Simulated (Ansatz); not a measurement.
Runs of Ansatz 0.2.0 on InO. The cell holds a sheet with vacuum, 2 atoms: a = 3.551 Å, b = 3.551 Å, c = 25.914 Å, α = 90.00°, β = 90.00°, γ = 120.00°. The cell was built by a generator and needn't be a form met in nature.

| task | level | cutoff (eV) | basis error allowed | gap on the mesh (eV) | largest force (eV/Å) |
| --- | --- | --- | --- | --- | --- |
| single point | LDA | 349 | 0.002 eV/atom | none | (a) |
| single point | PBEsol | 349 | 0.002 eV/atom | none | 0.20 |
| projected density of states | PBE | 349 | 0.002 eV/atom | - | 0.02 |
| single point | PBE | 377 | 0.001 eV/atom | none | 0.02 |

Alike in all rows: potentials or basis all-electron LAPW, scalar-relativistic; no spin polarisation; cell as given; k mesh 9 × 9 × 1; smearing fermi-dirac 0.05 eV.

**Question.** Estimate the missing entries.

**Answer.** (a) 0.43.

Caveats: an odd number of electrons without spin polarisation forces a metal; a magnetic or distorted state may lie lower.

A k mesh can miss the band edges, and the runs leave out spin-orbit coupling on In.

A gap of «none» marks a metal or a gap under the smearing width.

Not every run made on this cell is shown here.
